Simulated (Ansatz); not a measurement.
# Co3W: further runs on the relaxed cell

Aim: for Co3W, measure the bulk modulus from energies at several volumes.

Program: Ansatz 0.2.0. Level of theory: DFT r2SCAN, scalar-relativistic, plane waves, PAW. These are calculated values, not measurements.

2 further runs of the same task are left out: 1 that didn't finish, 1 set aside as unsound or not needed.

## Step 1: The starting structure

The structure is cubic, space group Pm-3m (No. 221). The conventional cell has a = 3.565 Å, b = 3.565 Å, c = 3.565 Å, α = 90.00°, β = 90.00°, γ = 90.00°. Co (site symmetry 4/mmm) is surrounded by 8 Co at 2.52 Å and 4 W at 2.52 Å. Around W (site symmetry m-3m) lie 12 Co at 2.52 Å.

As a file:

```xyz
4
Lattice="3.5647 0.0000 0.0000 0.0000 3.5647 0.0000 0.0000 0.0000 3.5647" Properties=species:S:1:pos:R:3 pbc="T T T"
Co    1.7823    1.7823    0.0000
Co    1.7823    0.0000    1.7823
Co    0.0000    1.7823    1.7823
W     0.0000    0.0000    0.0000
```

It goes back to an entry of the Materials Project, which need not be the stable form.

It is the result of an earlier relaxation at this level (volume 11.32 Å³/atom; gap on the mesh: none (metal), site moments up to 0.5 μB).

## Step 2: The cell scaled to 0.97 of its volume

The input, input.yaml:

```yaml
crystal:
  lattice:
    - [3.5286529443, 0.0, 0.0]
    - [0.0, 3.5286529443, 0.0]
    - [0.0, 0.0, 3.5286529443]
  atoms:
    - { symbol: Co, position: [0.5, 0.5, 0.0], spin: -0.53 }
    - { symbol: Co, position: [0.5, 0.0, 0.5], spin: -0.53 }
    - { symbol: Co, position: [0.0, 0.5, 0.5], spin: -0.53 }
    - { symbol: W, position: [0.0, 0.0, 0.0], spin: 0.2 }
basis:
  ecutwfc: 500
kpoints:
  mp_grid: { grid: [12, 12, 12] }
hamiltonian:
  xc: r2scan
scf:
  occupations: { method: gaussian, width: 0.1 }
output:
  forces: true
  stress: true
  eigenvalues: true
  populations: true
magnetization:
  spin_polarized: true
```

Launch:

```
$ ansatz run input.yaml --threads 1 --pin off --max-ram 2560MiB --backend cpu --events-out ev --progress --plain --runs-dir out
```

## Step 3: Point at V/V0 = 1.03

input.yaml, as its differences from that of step 2:

```diff
@@ -2,5 +2,5 @@
   lattice:
-    - [3.5286529443, 0.0, 0.0]
-    - [0.0, 3.5286529443, 0.0]
-    - [0.0, 0.0, 3.5286529443]
+    - [3.5999580737, 0.0, 0.0]
+    - [0.0, 3.5999580737, 0.0]
+    - [0.0, 0.0, 3.5999580737]
   atoms:
```

## Step 4: Point at V/V0 = 0.94

input.yaml, as its differences from that of step 3:

```diff
@@ -2,5 +2,5 @@
   lattice:
-    - [3.5999580737, 0.0, 0.0]
-    - [0.0, 3.5999580737, 0.0]
-    - [0.0, 0.0, 3.5999580737]
+    - [3.4918934696, 0.0, 0.0]
+    - [0.0, 3.4918934696, 0.0]
+    - [0.0, 0.0, 3.4918934696]
   atoms:
```

## Step 5: Point at V/V0 = 1.06

input.yaml, as its differences from that of step 4:

```diff
@@ -2,5 +2,5 @@
   lattice:
-    - [3.4918934696, 0.0, 0.0]
-    - [0.0, 3.4918934696, 0.0]
-    - [0.0, 0.0, 3.4918934696]
+    - [3.6345751787, 0.0, 0.0]
+    - [0.0, 3.6345751787, 0.0]
+    - [0.0, 0.0, 3.6345751787]
   atoms:
```

(Steps that only read results are left out.)

Before running it: what results should come out? Wanted: equilibrium volume of the fit; bulk modulus.

The runs gave:

```
                     quantity          value
equilibrium volume of the fit  11.32 Å³/atom
                 bulk modulus        295 GPa
      its pressure derivative            4.7
```

The fit puts the minimum at 11.32 Å³/atom with B = 295 GPa and B' = 4.7. The magnetic state reached may not be the lowest one. The runs treat W without spin-orbit coupling. The small moment in this metal comes from r2SCAN alone, which enlarges such moments; no other functional was run here.
